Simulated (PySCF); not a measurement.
# H2O3Si2: the cost of one run

Method: relaxation, pbe0, def2-tzvp, and further levels as typed in the inputs, in PySCF 2.14.0.

## Step 1: The system as given

Bond lengths: H1–O2 0.961 Å, O2–Si3 1.577 Å, Si3–O4 1.577 Å, O4–H5 0.961 Å, Si3–O6 1.659 Å, Si3–Si7 2.456 Å, O6–Si7 1.655 Å. Angles: H1–O2–Si3 127.4°, O2–Si3–O4 110.4°, O2–Si3–O6 119.8°, O2–Si3–Si7 123.8°, O4–Si3–O6 119.8°, O4–Si3–Si7 123.9°, O6–Si3–Si7 42.1°, Si3–O4–H5 127.4°, Si3–O6–Si7 95.7°, Si3–Si7–O6 42.2°.

Structure file:

```xyz
7

H    -0.3690    2.1675    1.5359
O     0.5438    1.8825    1.4447
Si    1.1187    0.8146    0.4360
O     0.0084    0.3813   -0.5974
H     0.1169   -0.1775   -1.3712
O     2.7029    0.9063   -0.0465
Si    3.2090   -0.4225    0.7995
```

## Step 2: Relaxation: H2O3Si2, charge +1

Input file run.py:

```python
from pyscf import gto, dft
from pyscf.geomopt.geometric_solver import optimize
mol = gto.M(atom="mol.xyz", basis="def2-tzvp", charge=1, spin=1, verbose=4)
mf = dft.UKS(mol, xc="pbe0").density_fit().run(conv_tol=1e-9)
for i in range(6):  # look for a lower solution of the same spin
    mo, _, ok, _ = mf.stability(return_status=True)
    if ok: break
    mf.kernel(mf.make_rdm1(mo, mf.mo_occ))
print(f"converged SCF energy = {mf.e_tot:.10f}, stable: {ok}")
mf = mf.newton()  # steadier than the usual iterations for open shells
m = optimize(mf, maxsteps=60)
print("optimised structure (A):")
for k in range(m.natm): print(m.atom_symbol(k), *(f"{x:.8f}" for x in m.atom_coords(unit="A")[k]))
```

Run with:

```
$ python run.py
```

**Question.** How long does this run take on 8 threads of Arm Neoverse N1, shared host?

About 4.6 min.
